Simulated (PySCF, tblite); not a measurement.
# C₆H₁₀FO₃S−: geometry, infrared bands and NMR shifts

Aim: predict the infrared bands and NMR shifts of C₆H₁₀FO₃S− (`C[C@@H]1[C@@H](CF)[C@@]1(C)S(=O)(=O)[O-]`).

Programs: tblite 0.8.0 and PySCF 2.14.0, with density-fitted response routines of our own. Each step states its level of theory. These are calculated values for one molecule in the gas phase, unless marked as measured. Atoms are numbered from 0 throughout.

### Step 1. The starting structure

21 atoms, charge -1, multiplicity 1; geometry from: force field or distance geometry start.

Bonds of the start (Å): C0–C1 1.51, C1–C2 1.51, C2–C3 1.49, C3–F4 1.41, C2–C5 1.49, C5–C6 1.52, C5–S7 1.73, S7–O8 1.53, S7–O9 1.47, S7–O10 1.70, C5–C1 1.51, C0–H11 1.10, C0–H12 1.12, C0–H13 1.11, C1–H14 1.10, C2–H15 1.14, C3–H16 1.09, C3–H17 1.10, C6–H18 1.10, C6–H19 1.11, C6–H20 1.12.

### Step 2. Geometry optimisation with GFN2-xTB

The job: settings as JSON, then the geometry in Å.

```
{"job": {"kind": "relax", "xc": "GFN2-xTB", "basis": "xTB"}, "charge": -1, "multiplicity": 1}
C      1.453900     0.087200     1.643300
C      0.843500    -0.289300     0.314500
C      0.330500     0.802500    -0.590400
C      0.827700     0.722700    -1.990900
F      2.225200     0.819700    -1.878500
C     -0.633800    -0.127900     0.052100
C     -1.482100     0.573600     1.101200
S     -1.334200    -1.533400    -0.678500
O     -2.843500    -1.314100    -0.672800
O     -0.933000    -1.851600    -2.060100
O     -1.138900    -2.867500     0.360500
H      2.508000     0.344300     1.448700
H      0.962600     0.973100     2.129600
H      1.411800    -0.757500     2.356700
H      1.338100    -1.121600    -0.213800
H      0.406600     1.862900    -0.169400
H      0.639600    -0.227200    -2.495600
H      0.537800     1.566300    -2.631700
H     -1.777300    -0.080700     1.940700
H     -0.965700     1.486800     1.477700
H     -2.385700     0.948800     0.556600
```

Command:

```console
OMP_NUM_THREADS=1 python probes_run.py task.json out
```

The driver reads the jobs from task.json and runs them one after another.

**Question.** This job is followed by: GFN2-xTB harmonic vibrations, gas phase; GIAO PBE0/pcSseg-1 NMR shielding, non-relativistic, gas phase. Predict these results of the whole session: strongest single infrared mode (GFN2-xTB); zero-point energy (GFN2-xTB); 13C shifts against TMS (PBE0/pcSseg-1); 1H shifts against TMS (PBE0/pcSseg-1, means over atoms taken as alike); 19F shifts against CFCl3 (PBE0/pcSseg-1); 33S shifts against CS2 (PBE0/pcSseg-1); 17O shifts against H2O (PBE0/pcSseg-1).

**Answer**, as computed:

| quantity | value |
| --- | --- |
| strongest single infrared mode (GFN2-xTB) | 1156 cm⁻¹, 435 km/mol |
| zero-point energy (GFN2-xTB) | 98.8 kcal/mol |
| 13C shifts against TMS (PBE0/pcSseg-1) | 91.3, 47.0, 32.4, 24.2, 16.7, 16.4 ppm |
| 1H shifts against TMS (PBE0/pcSseg-1, means over atoms taken as alike) | 6.32, 5.17, 1.87, 1.40, 0.91, 0.20 ppm |
| 19F shifts against CFCl3 (PBE0/pcSseg-1) | -257.1 ppm |
| 33S shifts against CS2 (PBE0/pcSseg-1) | 315 ppm |
| 17O shifts against H2O (PBE0/pcSseg-1) | 219.3, 217.0, 215.4 ppm |

Relaxing lowered the energy by 2.026 eV in 122 steps; the close pair that moved most is S7–O10, from 1.702 to 1.458 Å. No mode is imaginary among the 57: a minimum at this level. The strongest single mode, at 1156 cm⁻¹, is spread over several atoms, S7, O8, O10 among them. GFN2-xTB is a fitted tight-binding method: band positions and strengths are rough. Its intensities can rank the bands wrongly. C3 (sp3 CH2 bonded to F) lies farthest downfield among carbon, at 91.3 ppm; pulled downfield by the heteroatom. At PBE0/pcSseg-1: The widest tensor belongs to S7: span 208 ppm, with a paramagnetic part of -862 ppm.
